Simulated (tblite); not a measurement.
# B21H18P21: the cost of one run

Programs: tblite 0.8.0 and PySCF 2.14.0, with routines of our own; each step states its level. All values are computed. Atoms count from 0.

## (1) The system as given

60 atoms, charge 0, multiplicity 1; geometry from: force field, distance geometry or constructed start.

## (2) Geometry optimisation with GFN2-xTB

What the job is given:

```
{"job": {"kind": "relax", "xc": "GFN2-xTB", "basis": "xTB"}, "charge": 0, "multiplicity": 1}
P      0.004900    -1.861800    -0.001600
B     -1.614000    -0.927400    -0.006900
P     -3.216400    -1.862300     0.001000
B     -3.222300    -3.715600    -0.006200
P     -1.611800    -4.651200     0.003400
B     -0.003300    -3.720500    -0.002600
P      4.832500     0.931700    -0.003300
B      3.225000     1.862700     0.001500
P      1.613500     0.927900    -0.000400
B      1.608000    -0.930800     0.001600
P      3.219500    -1.861200    -0.002100
B      4.829900    -0.932000    -0.000000
P      4.829000     6.510700     0.005000
B      3.223800     7.439400    -0.002700
P      1.608600     6.515100     0.000200
B      1.608900     4.650600     0.006300
P      3.222000     3.721900     0.000900
B      4.831300     4.646600    -0.001000
P     -1.611400     6.511800     0.002500
B     -3.218800     7.440900     0.002700
P     -4.834700     6.513800     0.001500
B     -4.833300     4.651500    -0.000200
P     -3.218200     3.724600     0.006600
B     -1.615000     4.645700    -0.001500
P     -4.831900    -4.647400     0.000900
B     -4.838500    -6.510900     0.002500
P     -3.220900    -7.437700    -0.000700
B     -1.611400    -6.509400     0.001200
B      0.000600     7.440400    -0.002000
P      0.001100     3.720400     0.003400
P      1.614400    -4.649400    -0.001100
B      3.219700    -3.718700     0.000200
B     -0.001000     1.860100    -0.001900
P      4.834500    -4.651300     0.003700
B      1.612000    -6.508200    -0.003300
P      3.222100    -7.437800    -0.002900
B      4.831600    -6.509900    -0.004100
P     -1.609900     0.932500    -0.002600
B     -3.220500     1.856100    -0.000100
P     -0.004800    -7.436600     0.001200
P     -4.832500     0.927700     0.003800
B     -4.826500    -0.935600     0.003700
H      6.049800     1.631000    -0.003600
H      5.848300    -1.515500    -0.001800
H      6.041200     7.211700     0.002400
H      3.219700     8.611600    -0.003400
H      5.848100     4.065100    -0.000600
H     -3.221900     8.612600     0.002300
H     -6.043300     7.210400     0.000200
H     -5.843800     4.065700     0.002000
H     -6.045800    -3.957300     0.003100
H     -5.839100    -7.093700    -0.000300
H     -3.222000    -8.840400     0.000100
H     -0.003400     8.608400    -0.003000
H      6.045600    -3.950900     0.001500
H      3.221100    -8.837000     0.000600
H      5.852300    -7.100700    -0.001900
H      0.002700    -8.832400    -0.000700
H     -6.044800     1.629300     0.004000
H     -5.846600    -1.513000    -0.001000
```

Started as:

```sh
> OMP_NUM_THREADS=8 python large_run.py task.json out
```

The driver reads the jobs from task.json and runs them one after another.

**Question.** How long does this first job take on 8 threads of Intel Xeon 6975P-C, shared host, and how much memory does it need?

About 51 s, with a peak of 0.16 GiB.
